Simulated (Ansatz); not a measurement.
**FGeH6NSi2: basis-set convergence**

One table from this session's results is given with a row withheld; the runs are named, their logs left out.

Program: Ansatz 0.2.0, Gaussian basis. Level of theory: one geometry, several basis sets. These are calculated values, not measurements.

Plan: PBE0-D4/def2-SVP; ωB97M-V/def2-SVP; PBE0-D4/def2-QZVPP; ωB97M-V/def2-QZVPP; the functionals' def2-TZVPP values are taken from earlier runs.

**Structure used throughout**

All runs share one geometry, relaxed beforehand with PBE0-D4 in a triple-zeta def2 set.

SMILES `[F][Ge][N]([SiH3])[SiH3]`, 11 atoms, charge 0, spin multiplicity 1.

Atoms are counted from 1 here; the program's logs count them from 0.

Bond lengths: F1–Ge2 1.772 Å, Ge2–N3 1.842 Å, N3–Si4 1.740 Å, N3–Si5 1.755 Å, Si4–H6 1.490 Å, Si4–H7 1.486 Å, Si4–H8 1.486 Å, Si5–H9 1.482 Å, Si5–H10 1.490 Å, Si5–H11 1.482 Å. Angles: F1–Ge2–N3 94.4°, Ge2–N3–Si4 119.4°, Ge2–N3–Si5 120.9°, Si4–N3–Si5 119.7°, N3–Si4–H6 107.0°, N3–Si4–H7 111.4°, N3–Si4–H8 111.4°, H6–Si4–H7 109.2°, H6–Si4–H8 109.2°, H7–Si4–H8 108.6°, N3–Si5–H9 111.6°, N3–Si5–H10 106.0°, N3–Si5–H11 111.6°, H9–Si5–H10 108.6°, H9–Si5–H11 110.3°, H10–Si5–H11 108.6°.

The first run:

File in.yaml:

```yaml
crystal:
  periodic: [false, false, false]
  atoms:
    - {symbol: F, position_ang: [-2.481642, 1.415698, 0.497966]}
    - {symbol: Ge, position_ang: [-0.910191, 2.083592, 0.022495]}
    - {symbol: N, position_ang: [-0.069144, 0.445607, -0.025912]}
    - {symbol: Si, position_ang: [1.615943, 0.361943, -0.450823]}
    - {symbol: Si, position_ang: [-0.943749, -1.028160, 0.351633]}
    - {symbol: H, position_ang: [2.070541, 1.756412, -0.710798]}
    - {symbol: H, position_ang: [2.424337, -0.217655, 0.652707]}
    - {symbol: H, position_ang: [1.826422, -0.456481, -1.672727]}
    - {symbol: H, position_ang: [-1.448202, -1.020872, 1.745023]}
    - {symbol: H, position_ang: [0.039834, -2.138582, 0.207949]}
    - {symbol: H, position_ang: [-2.058847, -1.258602, -0.596712]}
basis:
  gaussian: {orbitals: def2-SVP}
hamiltonian: {xc: pbe0, dispersion: d4}
output: {orbitals: {seedname: orbitals}}
```

Launch:

```console
$ ansatz run in.yaml --threads 8 --pin off --events-out ev --progress --plain --max-ram 18278MiB
```

Steps of the session up to this table: PBE0-D4 in def2-SVP; ωB97M-V in def2-SVP; PBE0-D4 in def2-QZVPP; ωB97M-V in def2-QZVPP.

One of the session's tables, all rows but one given; the rest of the session is left out.

It belongs to the step «Functionals by basis». 

```
functional       basis  HOMO (eV)  LUMO (eV)
   PBE0-D4    def2-SVP          ?          ?
   PBE0-D4  def2-TZVPP      -7.98      -2.14
   PBE0-D4  def2-QZVPP      -8.02      -2.20
   ωB97M-V    def2-SVP     -10.10      -0.06
   ωB97M-V  def2-TZVPP     -10.19      -0.21
   ωB97M-V  def2-QZVPP     -10.22      -0.36
```

Estimate the missing values for PBE0-D4, def2-SVP.

As computed: HOMO (eV): -7.93; LUMO (eV): -2.04. In the column «HOMO (eV)» it is the highest.
